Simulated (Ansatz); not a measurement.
# TaRu: a single-point run

Aim: a sound single-point run of TaRu. The structure is shown as the input types it.

Method: DFT, LDA, all-electron LAPW, scalar-relativistic, in Ansatz 0.2.0.

### Step 1. The structure to begin with

Symmetry: Pm-3m, No. 221, cubic system. Conventional cell: a = 5.800 Å, b = 5.800 Å, c = 5.800 Å, α = 90.00°, β = 90.00°, γ = 90.00°.

As a file:

```
CELL_PARAMETERS angstrom
5.79983 0.00000 0.00000
0.00000 5.79983 0.00000
0.00000 0.00000 5.79983
ATOMIC_POSITIONS crystal
Ta 0.50000 0.50000 0.50000
Ru 0.00000 0.00000 0.00000
```

### Step 2. Input and run

Contents of input.yaml:

```yaml
crystal:
  lattice:
    - [5.79983057, 0.0, 0.0]
    - [0.0, 5.79983057, 0.0]
    - [0.0, 0.0, 5.79983057]
  atoms:
    - { symbol: Ta, position: [0.5, 0.5, 0.5] }
    - { symbol: Ru, position: [0.0, 0.0, 0.0] }
kpoints:
  mp_grid: { grid: [11, 11, 11] }
  band_path:
    path:
      - [0.0, 0.0, 0.0]
      - [0.0, 0.5, 0.0]
      - [0.5, 0.5, 0.0]
      - [0.0, 0.0, 0.0]
      - [0.5, 0.5, 0.5]
      - [0.0, 0.5, 0.0]
      - [0.5, 0.5, 0.5]
      - [0.5, 0.5, 0.0]
    npoints: 6
scf:
  occupations: { method: fermi_dirac, width: 0.05 }
  max_iter: 60
hamiltonian:
  xc: lda
  pseudopotentials: { kind: all_electron, lapw: { basis_error: 0.001 } }
output:
  forces: true
  stress: true
  eigenvalues: true
  populations: true
```

Started as:

```bash
$ ansatz run input.yaml --threads 1 --pin off --max-ram 2048MiB --backend cpu --events-out ev --progress --plain --runs-dir out
```

What happens when this is run?

The run converged and reported no error. That alone doesn't make the input a sound one.

Lengths in bohr were typed where ångström are read, so every distance is 1.89 times too long and the bonds are broken. The shortest distance in the input is 5.02 Å, between atoms 1 (Ta) and 2 (Ru).

What to do: divide the lengths by 1.8897.
